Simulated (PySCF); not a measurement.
# C7H10Si: the cost of one run

The runs use PySCF 2.14.0, with density-fitted response routines of our own; the level of theory stands in each step. All values are computed, except where a source is named. Atoms are numbered from 0 throughout.

### Step 1. The molecule as given

18 atoms, charge 0, multiplicity 1; geometry from: GFN2-xTB. The atoms were then displaced at random by about 0.01 Å, so the start is not that level's minimum.

Bonds of the start (Å): C0–Si1 1.89, Si1–C2 1.90, C2–C3 1.38, C3–C4 1.42, C4–C5 1.37, C5–C6 1.39, C6–C7 1.39, C7–C2 1.36, C0–H8 1.12, C0–H9 1.06, C0–H10 1.09, Si1–H11 1.48, Si1–H12 1.45, C3–H13 1.06, C4–H14 1.09, C5–H15 1.08, C6–H16 1.08, C7–H17 1.07.

### Step 2. Optimising the geometry at PBE0-D3(BJ)/def2-SVP

The job: settings as JSON, then the geometry in Å.

```
{"job": {"xc": "PBE0", "basis": "def2-SVP", "d3": "d3bj", "grid": 1, "shake": 0.01, "kind": "geom"}, "charge": 0, "multiplicity": 1}
C      2.707240     0.506920    -1.096770
Si     1.852170    -0.636000     0.149570
C     -0.018540    -0.283090     0.215820
C     -0.485980     0.655010     1.112360
C     -1.879600     0.903840     1.165210
C     -2.750610     0.238840     0.335050
C     -2.238900    -0.696130    -0.561050
C     -0.873850    -0.939890    -0.618330
H      2.547420     1.579720    -0.806020
H      3.752310     0.342580    -1.147120
H      2.266780     0.397530    -2.089050
H      2.439410    -0.416070     1.492630
H      2.032510    -2.017620    -0.266040
H      0.135060     1.187400     1.783210
H     -2.263590     1.627510     1.878170
H     -3.809150     0.442140     0.392610
H     -2.920680    -1.212180    -1.222330
H     -0.519520    -1.668550    -1.310330
```

Launch:

```console
$ OMP_NUM_THREADS=1 python probes_run.py task.json out
```

The driver reads the jobs from task.json and runs them one after another.

**Question.** How long does this first job take on 1 thread of Arm Neoverse V1, shared host, and how much memory does it need?

About 85 s, with a peak of 0.68 GiB.
